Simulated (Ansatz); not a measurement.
# VCrC6N6: the cost of one run

Method: DFT PBE, scalar-relativistic, plane waves, PAW, in Ansatz 0.2.0.

## Step 1: The system as given

The structure is cubic, space group Fm-3m (No. 225). Conventional cell: a = 10.231 Å, b = 10.231 Å, c = 10.231 Å, α = 90.00°, β = 90.00°, γ = 90.00°. V (site symmetry m-3m) has 6 N at 2.01 Å as nearest neighbours. Around Cr (site symmetry m-3m) lie 6 C at 1.94 Å. Around C (site symmetry 4mm) lie 1 N at 1.17 Å. N (site symmetry 4mm) has 1 C at 1.17 Å as nearest neighbours.

As a file:

```cif
data_structure
_symmetry_space_group_name_H-M 'Fm-3m'
_symmetry_Int_Tables_number 225
_cell_length_a 10.2310
_cell_length_b 10.2310
_cell_length_c 10.2310
_cell_angle_alpha 90.000
_cell_angle_beta 90.000
_cell_angle_gamma 90.000
_cell_volume 1070.91
loop_
_atom_site_label
_atom_site_type_symbol
_atom_site_symmetry_multiplicity
_atom_site_Wyckoff_symbol
_atom_site_fract_x
_atom_site_fract_y
_atom_site_fract_z
_atom_site_occupancy
V1 V 4 b 0.50000 0.00000 0.00000 1
Cr1 Cr 4 a 0.00000 0.00000 0.00000 1
C1 C 24 e 0.18942 0.00000 0.00000 1
N1 N 24 e 0.30378 0.00000 0.00000 1
```

Recipe of the guess: cyanide-bridged rock-salt net of two metals, 0 guest cations a cell (Fm-3m, No. 225). Its size is a rough estimate.

## Step 2: Probe: one point on a coarse mesh

Contents of input.yaml:

```yaml
crystal:
  lattice:
    - [0.0, 5.1155, 5.1155]
    - [5.1155, 0.0, 5.1155]
    - [5.1155, 5.1155, 0.0]
  atoms:
    - { symbol: V, position: [0.5, 0.5, 0.5], spin: 2.0 }
    - { symbol: Cr, position: [0.0, 0.0, 0.0], spin: 3.0 }
    - { symbol: C, position: [0.8105757, 0.1894243, 0.1894243] }
    - { symbol: C, position: [0.1894243, 0.8105757, 0.1894243] }
    - { symbol: C, position: [0.1894243, 0.1894243, 0.8105757] }
    - { symbol: C, position: [0.1894243, 0.8105757, 0.8105757] }
    - { symbol: C, position: [0.8105757, 0.1894243, 0.8105757] }
    - { symbol: C, position: [0.8105757, 0.8105757, 0.1894243] }
    - { symbol: "N", position: [0.69621738, 0.30378262, 0.30378262] }
    - { symbol: "N", position: [0.30378262, 0.69621738, 0.30378262] }
    - { symbol: "N", position: [0.30378262, 0.30378262, 0.69621738] }
    - { symbol: "N", position: [0.30378262, 0.69621738, 0.69621738] }
    - { symbol: "N", position: [0.69621738, 0.30378262, 0.69621738] }
    - { symbol: "N", position: [0.69621738, 0.69621738, 0.30378262] }
basis:
  ecutwfc: 420
kpoints:
  mp_grid: { grid: [4, 4, 4] }
hamiltonian:
  xc: pbe
scf:
  occupations: { method: gaussian, width: 0.1 }
  lower_state_search: "off"
output:
  forces: true
  stress: true
  eigenvalues: true
  populations: true
magnetization:
  spin_polarized: true
```

The run is started by

```sh
$ ansatz run input.yaml --threads 1 --pin off --max-ram 2560MiB --backend cpu --events-out ev --progress --plain --runs-dir out
```

Q: Estimate wall time and peak memory on 1 thread of Intel Xeon 6975P-C (Granite Rapids), shared host.

About 21 s, with a peak of 0.75 GiB.
